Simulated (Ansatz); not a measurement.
# MoS2 with a defect (Ge on a Mo site): a single-point run

The task is a single point on MoS2 with a defect (Ge on a Mo site) that gives the gradients at the nuclei.

Program: Ansatz 0.2.0. Level of theory: DFT, PBE, plane-wave PAW, default files, scalar-relativistic. These are calculated values, not measurements.

**1. The structure to begin with**

Symmetry: P-6m2, No. 187, hexagonal system. Conventional cell: a = 9.507 Å, b = 9.507 Å, c = 12.324 Å, α = 90.00°, β = 90.00°, γ = 120.00°. Ge (site symmetry -6m2) is surrounded by 6 S at 2.41 Å. Mo (site symmetry m) has 6 S at 2.41 Å as nearest neighbours. Around Mo (site symmetry -6m2) lie 6 S at 2.41 Å. Around Mo (site symmetry mm2) lie 6 S at 2.41 Å. S (site symmetry 3m) has 3 Mo at 2.41 Å as nearest neighbours. Only part of the 14 independent sites is listed.

Coordinates:

```
CELL_PARAMETERS angstrom
9.50700 0.00000 0.00000
-4.75350 8.23330 0.00000
0.00000 0.00000 12.32400
ATOMIC_POSITIONS crystal
Ge 0.11111 0.22222 0.25000
Mo 0.11111 0.55556 0.25000
Mo 0.11111 0.88889 0.25000
Mo 0.44444 0.22222 0.25000
Mo 0.44444 0.55556 0.25000
Mo 0.44444 0.88889 0.25000
Mo 0.77778 0.22222 0.25000
Mo 0.77778 0.55556 0.25000
Mo 0.77778 0.88889 0.25000
Mo 0.22222 0.11111 0.75000
Mo 0.22222 0.44444 0.75000
Mo 0.22222 0.77778 0.75000
Mo 0.55556 0.11111 0.75000
Mo 0.55556 0.44444 0.75000
Mo 0.55556 0.77778 0.75000
Mo 0.88889 0.11111 0.75000
Mo 0.88889 0.44444 0.75000
Mo 0.88889 0.77778 0.75000
S 0.11111 0.22222 0.62300
S 0.11111 0.55556 0.62300
S 0.11111 0.88889 0.62300
S 0.44444 0.22222 0.62300
S 0.44444 0.55556 0.62300
S 0.44444 0.88889 0.62300
S 0.77778 0.22222 0.62300
S 0.77778 0.55556 0.62300
S 0.77778 0.88889 0.62300
S 0.22222 0.11111 0.12300
S 0.22222 0.44444 0.12300
S 0.22222 0.77778 0.12300
S 0.55556 0.11111 0.12300
S 0.55556 0.44444 0.12300
S 0.55556 0.77778 0.12300
S 0.88889 0.11111 0.12300
S 0.88889 0.44444 0.12300
S 0.88889 0.77778 0.12300
S 0.11111 0.22222 0.87700
S 0.11111 0.55556 0.87700
S 0.11111 0.88889 0.87700
S 0.44444 0.22222 0.87700
S 0.44444 0.55556 0.87700
S 0.44444 0.88889 0.87700
S 0.77778 0.22222 0.87700
S 0.77778 0.55556 0.87700
S 0.77778 0.88889 0.87700
S 0.22222 0.11111 0.37700
S 0.22222 0.44444 0.37700
S 0.22222 0.77778 0.37700
S 0.55556 0.11111 0.37700
S 0.55556 0.44444 0.37700
S 0.55556 0.77778 0.37700
S 0.88889 0.11111 0.37700
S 0.88889 0.44444 0.37700
S 0.88889 0.77778 0.37700
```

**2. Running it**

input.yaml reads:

```yaml
crystal:
  lattice:
    - [9.507, 0.0, 0.0]
    - [-4.7535, 8.2333035138, 0.0]
    - [0.0, 0.0, 12.324]
  atoms:
    - { symbol: Ge, position: [0.1111111111, 0.2222222222, 0.25] }
    - { symbol: Mo, position: [0.1111111111, 0.5555555556, 0.25] }
    - { symbol: Mo, position: [0.1111111111, 0.8888888889, 0.25] }
    - { symbol: Mo, position: [0.4444444444, 0.2222222222, 0.25] }
    - { symbol: Mo, position: [0.4444444444, 0.5555555556, 0.25] }
    - { symbol: Mo, position: [0.4444444444, 0.8888888889, 0.25] }
    - { symbol: Mo, position: [0.7777777778, 0.2222222222, 0.25] }
    - { symbol: Mo, position: [0.7777777778, 0.5555555556, 0.25] }
    - { symbol: Mo, position: [0.7777777778, 0.8888888889, 0.25] }
    - { symbol: Mo, position: [0.2222222222, 0.1111111111, 0.75] }
    - { symbol: Mo, position: [0.2222222222, 0.4444444444, 0.75] }
    - { symbol: Mo, position: [0.2222222222, 0.7777777778, 0.75] }
    - { symbol: Mo, position: [0.5555555556, 0.1111111111, 0.75] }
    - { symbol: Mo, position: [0.5555555556, 0.4444444444, 0.75] }
    - { symbol: Mo, position: [0.5555555556, 0.7777777778, 0.75] }
    - { symbol: Mo, position: [0.8888888889, 0.1111111111, 0.75] }
    - { symbol: Mo, position: [0.8888888889, 0.4444444444, 0.75] }
    - { symbol: Mo, position: [0.8888888889, 0.7777777778, 0.75] }
    - { symbol: S, position: [0.1111111111, 0.2222222222, 0.623] }
    - { symbol: S, position: [0.1111111111, 0.5555555556, 0.623] }
    - { symbol: S, position: [0.1111111111, 0.8888888889, 0.623] }
    - { symbol: S, position: [0.4444444444, 0.2222222222, 0.623] }
    - { symbol: S, position: [0.4444444444, 0.5555555556, 0.623] }
    - { symbol: S, position: [0.4444444444, 0.8888888889, 0.623] }
    - { symbol: S, position: [0.7777777778, 0.2222222222, 0.623] }
    - { symbol: S, position: [0.7777777778, 0.5555555556, 0.623] }
    - { symbol: S, position: [0.7777777778, 0.8888888889, 0.623] }
    - { symbol: S, position: [0.2222222222, 0.1111111111, 0.123] }
    - { symbol: S, position: [0.2222222222, 0.4444444444, 0.123] }
    - { symbol: S, position: [0.2222222222, 0.7777777778, 0.123] }
    - { symbol: S, position: [0.5555555556, 0.1111111111, 0.123] }
    - { symbol: S, position: [0.5555555556, 0.4444444444, 0.123] }
    - { symbol: S, position: [0.5555555556, 0.7777777778, 0.123] }
    - { symbol: S, position: [0.8888888889, 0.1111111111, 0.123] }
    - { symbol: S, position: [0.8888888889, 0.4444444444, 0.123] }
    - { symbol: S, position: [0.8888888889, 0.7777777778, 0.123] }
    - { symbol: S, position: [0.1111111111, 0.2222222222, 0.877] }
    - { symbol: S, position: [0.1111111111, 0.5555555556, 0.877] }
    - { symbol: S, position: [0.1111111111, 0.8888888889, 0.877] }
    - { symbol: S, position: [0.4444444444, 0.2222222222, 0.877] }
    - { symbol: S, position: [0.4444444444, 0.5555555556, 0.877] }
    - { symbol: S, position: [0.4444444444, 0.8888888889, 0.877] }
    - { symbol: S, position: [0.7777777778, 0.2222222222, 0.877] }
    - { symbol: S, position: [0.7777777778, 0.5555555556, 0.877] }
    - { symbol: S, position: [0.7777777778, 0.8888888889, 0.877] }
    - { symbol: S, position: [0.2222222222, 0.1111111111, 0.377] }
    - { symbol: S, position: [0.2222222222, 0.4444444444, 0.377] }
    - { symbol: S, position: [0.2222222222, 0.7777777778, 0.377] }
    - { symbol: S, position: [0.5555555556, 0.1111111111, 0.377] }
    - { symbol: S, position: [0.5555555556, 0.4444444444, 0.377] }
    - { symbol: S, position: [0.5555555556, 0.7777777778, 0.377] }
    - { symbol: S, position: [0.8888888889, 0.1111111111, 0.377] }
    - { symbol: S, position: [0.8888888889, 0.4444444444, 0.377] }
    - { symbol: S, position: [0.8888888889, 0.7777777778, 0.377] }
kpoints:
  mp_grid: { grid: [3, 3, 2] }
scf:
  occupations: { method: fermi_dirac, width: 0.01 }
  max_iter: 50
hamiltonian:
  xc: pbe
  pseudopotentials: { kind: paw }
output:
  forces: true
  stress: true
  populations: true
  efg:
    quadrupole_moments_barn: { Ge: -0.196, Mo: -0.022, S: -0.0694 }
    contact_densities: true
basis:
  ecutwfc: "80 eV"
```

Command:

```sh
ansatz run input.yaml --threads 4 --pin off --max-ram 8192MiB --backend cpu --events-out ev --progress --plain --runs-dir out
```

Log:

```text
Warning: basis.ecutwfc = 80 eV is below the records' recommended 420 eV, and the density's cutoff is lower with it unless basis.ecutrho_ratio is high enough to keep the records' density cutoff: compare with a run at a higher cutoff
Warning: RAYON_NUM_THREADS=4 ignored (pool sized by the plan → 4); use --threads N
Mo: output.efg is read without spin–orbit coupling, which moves field gradients at and beside such atoms by some per cent and up to a factor of two; PAW files take it under magnetization.noncollinear and magnetization.spin_orbit
Engine: ansatz 0.2.0, aarch64-unknown-linux-gnu
Pseudopotentials: kind: paw
Pseudopotential: Ge, paw, valence charge 14, recommended cutoff 420 eV (normal), Ge.paw.azcp
Pseudopotential: Mo, paw, valence charge 14, recommended cutoff 420 eV (normal), Mo.paw.azcp
Pseudopotential: S, paw, valence charge 6, recommended cutoff 420 eV (normal), S.paw.azcp
Functional definition: PBE
  parameter kappa = 0.804
  parameter beta = 0.06672455060314922
  exchange = pbe_x(kappa = kappa, mu = beta*pi^2/3)
  correlation = pbe_c(beta = beta)
Crystal: 54 atoms, lattice volume = 964.649 Å³
Basis set: ecut = 80 eV, 1559 PW (Γ), exchange–correlation on 60×60×72 points (8 copies of the dense FFT grid, shifted against one another)
Bands: 288, of which v1, the nominal top of the filled ones, is band 234 counted from 1 (233 counted from 0)
Symmetry: 12 space group operations
Space group: P-6m2 (ITA 187), of the structure as read, at distance tolerance 9.9e-5 Å
k-points: 6 of 18 (time reversal used)
Non-local potential: Ge, projectors of the file, l = 0: 2, l = 1: 2, l = 2: 3, l = 3: 1
Non-local potential: Mo, projectors of the file, l = 0: 3, l = 1: 2, l = 2: 2, l = 3: 1
Non-local potential: S, projectors of the file, l = 0: 2, l = 1: 2, l = 2: 2
PAW form: soft (Blöchl's): semilocal exchange-correlation on the pseudo side does not see the compensation charge
PAW one-centre angular grid: Ge, 590 points (default); XC on 64 Gauss nodes
PAW one-centre angular grid: Mo, 590 points (default); XC on 64 Gauss nodes
PAW one-centre angular grid: S, 110 points (default); XC on 64 Gauss nodes
Initial density: superposition of atomic densities (neutral atoms: chi_scale 0, normalization atom), corrected by the library's trained network
Initial wavefunctions: pseudopotential atomic-orbital guess
Functional: x = pbe(κ = 0.804, μ = 0.2195149727645171), c = pbe(β = 0.06672455060314922)
SCF iter   1: F=—  HF=-118971.822019 eV  |F-HF|=—  |Δ(HF+E_count)|=         —  Δρ=4.51e-1  dr2=1.93e3  ethr=1.77e-3  ⟨swp⟩=8.0  Hψ=7281  notcnv=0  defer=160
preconditioner: auto → LDOS  [metal: Δε(μ)=0.011 eV  Ē_g=10.967 eV  σ=0.010 eV  W_gap=0.26  n_scr=224 (ndim 8)  ℏωp=21.8 eV  f_vac=0.057  D(μ)=22.54/eV (n_scr^D=134)  β→1.0]
SCF iter   2: F=—  HF=-117982.971677 eV  |F-HF|=—  |Δ(HF+E_count)|=    9.89e2  Δρ=1.92e-1  dr2=1.09e3  ethr=1.77e-3  ⟨swp⟩=17.5  Hψ=11482  notcnv=0  defer=281
SCF iter   3: F=—  HF=-117788.837493 eV  |F-HF|=—  |Δ(HF+E_count)|=    1.94e2  Δρ=4.11e-2  dr2=2.86e1  ethr=1.77e-3  ⟨swp⟩=17.5  Hψ=10429  notcnv=0  defer=261
[... 14 lines left out ...]
SCF iter  18: F=—  HF=-117785.120215 eV  |F-HF|=—  |Δ(HF+E_count)|=   8.93e-7  Δρ=1.99e-5  dr2=6.89e-6  ethr=3.68e-10  ⟨swp⟩=2.3  Hψ=2483  notcnv=0  defer=281  recentre
SCF iter  19: F=—  HF=-117785.120214 eV  |F-HF|=—  |Δ(HF+E_count)|=   7.17e-7  Δρ=1.23e-5  dr2=2.46e-6  ethr=3.68e-10  ⟨swp⟩=2.0  Hψ=2178  notcnv=0  defer=281
SCF iter  20: F=-117785.120214 eV  HF=-117785.120214 eV  |F-HF|=6.66e-8  |Δ(HF+E_count)|=   3.90e-7  Δρ=2.28e-6  dr2=9.67e-8  ethr=2.14e-11  ⟨swp⟩=13.8  Hψ=9909  notcnv=0
SCF 1 converged in 20 iterations: F = -117785.120214 eV  dr2 = 9.67e-8
SCF converged after 20 iterations
Free energy (F): -117785.120214 eV
Harris-Foulkes:  -117785.120214 eV  (|F-HF|=6.66e-8)
Internal energy: -117785.106036 eV  (E = F + TS)
E sigma→0 (E₀):  -117785.113125 eV
Entropy (-TS):   -0.014177 eV (-0.263 meV/atom)
Fermi energy:    12.901534 eV
--- Per-component energies (eV) ---
  E_band       = -3669.736453
  E_kinetic    = 10480.721121
[... 145 lines left out ...]
            electrostatic potential = -1632.975873 V   contact ρ = 19774.028718 e/Å³
  atom  37  S  V_zz =    -2.884740   η = 0.0000   by run symmetry: allowed   C_q = +4.8408 MHz
            electrostatic potential = -1633.187777 V   contact ρ = 19774.056728 e/Å³
  atom  38  S  V_zz =    -2.502088   η = 0.0286   by run symmetry: allowed   C_q = +4.1987 MHz
            electrostatic potential = -1633.076612 V   contact ρ = 19773.771216 e/Å³
  atom  39  S  V_zz =    -2.502088   η = 0.0286   by run symmetry: allowed   C_q = +4.1987 MHz
            electrostatic potential = -1633.076612 V   contact ρ = 19773.771215 e/Å³
  atom  40  S  V_zz =    -2.502088   η = 0.0286   by run symmetry: allowed   C_q = +4.1987 MHz
            electrostatic potential = -1633.076612 V   contact ρ = 19773.771215 e/Å³
  atom  41  S  V_zz =    -2.502088   η = 0.0286   by run symmetry: allowed   C_q = +4.1987 MHz
            electrostatic potential = -1633.076612 V   contact ρ = 19773.771216 e/Å³
  atom  42  S  V_zz =    -2.454332   η = 0.0000   by run symmetry: allowed   C_q = +4.1186 MHz
            electrostatic potential = -1633.102163 V   contact ρ = 19773.690423 e/Å³
  atom  43  S  V_zz =    -2.502088   η = 0.0286   by run symmetry: allowed   C_q = +4.1987 MHz
            electrostatic potential = -1633.076612 V   contact ρ = 19773.771215 e/Å³
  atom  44  S  V_zz =    -2.550216   η = 0.0000   by run symmetry: allowed   C_q = +4.2795 MHz
            electrostatic potential = -1633.120314 V   contact ρ = 19773.690102 e/Å³
  atom  45  S  V_zz =    -2.502088   η = 0.0286   by run symmetry: allowed   C_q = +4.1987 MHz
            electrostatic potential = -1633.076612 V   contact ρ = 19773.771215 e/Å³
  atom  46  S  V_zz =    +3.499118   η = 0.5714   by run symmetry: allowed   C_q = -5.8718 MHz
            electrostatic potential = -1633.526923 V   contact ρ = 19776.533370 e/Å³
  atom  47  S  V_zz =    +3.499118   η = 0.5714   by run symmetry: allowed   C_q = -5.8718 MHz
            electrostatic potential = -1633.526923 V   contact ρ = 19776.533369 e/Å³
  atom  48  S  V_zz =    -1.973463   η = 0.1397   by run symmetry: allowed   C_q = +3.3116 MHz
            electrostatic potential = -1633.127844 V   contact ρ = 19774.097568 e/Å³
  atom  49  S  V_zz =    -1.973463   η = 0.1397   by run symmetry: allowed   C_q = +3.3116 MHz
            electrostatic potential = -1633.127844 V   contact ρ = 19774.097567 e/Å³
  atom  50  S  V_zz =    -3.243938   η = 0.3709   by run symmetry: allowed   C_q = +5.4436 MHz
            electrostatic potential = -1632.975873 V   contact ρ = 19774.028718 e/Å³
  atom  51  S  V_zz =    -1.973463   η = 0.1397   by run symmetry: allowed   C_q = +3.3116 MHz
            electrostatic potential = -1633.127844 V   contact ρ = 19774.097568 e/Å³
  atom  52  S  V_zz =    +3.499118   η = 0.5714   by run symmetry: allowed   C_q = -5.8718 MHz
            electrostatic potential = -1633.526923 V   contact ρ = 19776.533370 e/Å³
  atom  53  S  V_zz =    -3.243938   η = 0.3709   by run symmetry: allowed   C_q = +5.4436 MHz
            electrostatic potential = -1632.975873 V   contact ρ = 19774.028718 e/Å³
  atom  54  S  V_zz =    -3.243938   η = 0.3709   by run symmetry: allowed   C_q = +5.4436 MHz
            electrostatic potential = -1632.975873 V   contact ρ = 19774.028718 e/Å³
--- Band table (eV; the first three rows and the last of 6) ---
[... 4 lines left out ...]
--- Löwdin populations: 54 sites ---
  site symbol       q [e]
     0     Ge     15.0462
     1     Mo     13.5537
     2     Mo     13.5537
     3     Mo     13.5537
     4     Mo     13.5537
     5     Mo     13.6429
     6     Mo     13.5537
     7     Mo     13.6699
     8     Mo     13.5537
     9     Mo     13.6750
    10     Mo     13.6750
    11     Mo     13.6765
    12     Mo     13.6765
    13     Mo     13.6754
    14     Mo     13.6765
    15     Mo     13.6750
    16     Mo     13.6754
    17     Mo     13.6754
    18      S      6.0269
    19      S      6.0425
    20      S      6.0425
    21      S      6.0425
    22      S      6.0425
    23      S      6.0451
    24      S      6.0425
    25      S      6.0455
    26      S      6.0425
    27      S      5.7968
    28      S      5.7968
    29      S      6.0289
    30      S      6.0289
    31      S      6.0245
    32      S      6.0289
    33      S      5.7968
    34      S      6.0245
    35      S      6.0245
    36      S      6.0269
    37      S      6.0425
    38      S      6.0425
    39      S      6.0425
    40      S      6.0425
    41      S      6.0451
    42      S      6.0425
    43      S      6.0455
    44      S      6.0425
    45      S      5.7968
    46      S      5.7968
    47      S      6.0289
    48      S      6.0289
    49      S      6.0245
    50      S      6.0289
    51      S      5.7968
    52      S      6.0245
    53      S      6.0245
  spilling = 0.011521 (of n_electrons = 468.000000)
```

Wall time 25 s (4 threads of Arm Neoverse V2, shared host); peak memory 1 GiB.

**3. Can this be trusted?**

The run converged and reported no error, with warnings (cutoff below recommended, gradients without spin orbit). It gives a largest force of 3.5 eV/Å, which is large; a structure far from rest gives such values too, whatever the setting.

Look at the input: basis.ecutwfc is 80 eV. The basis cutoff is far too low: the plane waves can't represent the orbitals near the cores. The potentials' recommended cutoff is 420 eV.

To check: delete basis.ecutwfc (the default then holds).

**4. A check with that setting changed**

Other changes include scf.max_iter.

input.yaml: that of step 2 with these lines changed.

```diff
@@ -64,3 +64,2 @@
   occupations: { method: fermi_dirac, width: 0.01 }
-  max_iter: 50
 hamiltonian:
@@ -75,3 +74 @@
     contact_densities: true
-basis:
-  ecutwfc: "80 eV"
```

Command:

```sh
ansatz run input.yaml --threads 4 --pin off --max-ram 8192MiB --backend cpu --events-out ev --progress --plain --runs-dir out
```

Excerpt of the output:

```text
[...]
Basis set: ecut = 420 eV, 18809 PW (Γ), exchange–correlation on 128×128×180 points (8 copies of the dense FFT grid, shifted against one another)
[...]
k-points: 6 of 18 (time reversal used)
[...]
SCF iter   1: F=—  HF=-121063.233942 eV  |F-HF|=—  |Δ(HF+E_count)|=         —  Δρ=6.03e-3  dr2=3.66e-1  ethr=1.77e-3  ⟨swp⟩=6.0  Hψ=6522  notcnv=0  defer=4
preconditioner: auto → LDOS  [insulator: Δε(μ)=0.050 eV  Ē_g=7.744 eV  σ=0.010 eV  W_gap=0.83  n_scr=224 (ndim 8)  ℏωp=21.5 eV  f_vac=0.016  D(μ)=2.50/eV (n_scr^D=2)  ε∞_Penn≈8.7  β→1.0]
SCF iter   2: F=—  HF=-121063.460183 eV  |F-HF|=—  |Δ(HF+E_count)|=   2.26e-1  Δρ=6.09e-3  dr2=1.43e0  ethr=7.82e-5  ⟨swp⟩=3.0  Hψ=4240  notcnv=0  defer=281
[...]
SCF iter  11: F=—  HF=-121063.313704 eV  |F-HF|=—  |Δ(HF+E_count)|=   7.63e-8  Δρ=4.11e-6  dr2=3.06e-7  ethr=2.14e-11  ⟨swp⟩=9.3  Hψ=7879  notcnv=0
SCF iter  12: F=-121063.313704 eV  HF=-121063.313704 eV  |F-HF|=4.98e-9  |Δ(HF+E_count)|=  1.02e-10  Δρ=1.55e-6  dr2=1.39e-8  ethr=2.14e-11  ⟨swp⟩=2.0  Hψ=5073  notcnv=0
[...]
SCF converged after 12 iterations
Free energy (F): -121063.313704 eV
[...]
E sigma→0 (E₀):  -121063.312324 eV
[...]
Fermi energy:    10.500469 eV
[...]
  P = ⅓ Tr σ = 2.8764 GPa (28.764 kbar)
[...]
```

It took 87 s on 4 threads of Arm Neoverse V2, shared host; peak memory 5.2 GiB.

Site by site (atoms counted from 1): 11 of 14, those nearest the defect, the farthest of each element and the two largest gradients.

```csv
site,atoms,distance from the defect (Å),V_zz (10²¹ V/m²),η,C_Q (MHz)
Ge,1,0.00,-4.22,0.00,20.0 (⁷³Ge)
S28,"28, 29, 34, 46, …",2.41,-3.50,0.08,5.88 (³³S)
Mo2,"2, 3, 4, 5, …",3.17,-9.19,0.22,4.89 (⁹⁵Mo)
S32,"32, 35, 36, 50, …",3.98,-5.43,0.05,9.12 (³³S)
S19,"19, 37",4.60,-5.30,0.00,8.90 (³³S)
S30,"30, 31, 33, 48, …",5.09,-4.73,0.06,7.94 (³³S)
Mo6,6,5.49,-7.39,0.00,3.93 (⁹⁵Mo)
Mo8,8,5.49,-8.27,0.00,4.40 (⁹⁵Mo)
S20,"20, 21, 22, 23, …",5.58,-5.14,0.00,8.63 (³³S)
S26,"26, 44",7.16,-5.12,0.00,8.59 (³³S)
Mo12,"12, 13, 15",7.84,-7.45,0.00,3.96 (⁹⁵Mo)
```

C_Q = eQV_zz/h, which is 24.18 MHz for Q = 1 b and V_zz = 10²¹ V/m²; η = (V_xx − V_yy)/V_zz. Quadrupole moments are those of Pyykkö's year-2017 table.

```csv
run,ending,energy change,pressure (GPa),gap (eV),force (eV/Å),cycles,time
first try,converged,+60.71 eV/atom,-1.1,0.00,3.54,20,25 s
second try,converged,0,2.9,0.00,1.06,12,87 s
```

**5. Results**

| quantity | value |
| --- | --- |
| first try | converged, 20 SCF cycles |
| fault in the input | cutoff far too low |
| second try | converged, 12 SCF cycles |
| energy (zero set by the potentials) | -121063.3137 eV |
| pressure | 2.88 GPa |
| gap on the mesh | none (metal on this mesh) |
| largest force | 1.060 eV/Å |
| largest V_zz in size | 9.19 × 10²¹ V/m² at Mo2 |

In words: Both runs converge, but the first lies +60.71 eV/atom from the second; on mending, the pressure goes from -1.1 to 2.9 GPa, the largest force goes from 3.54 to 1.06 eV/Å. The second, on usual settings, is the one to trust of the two, though its own convergence isn't tested here. The largest force in the second run is 1.060 eV/Å, so the atoms are not at their relaxed places.
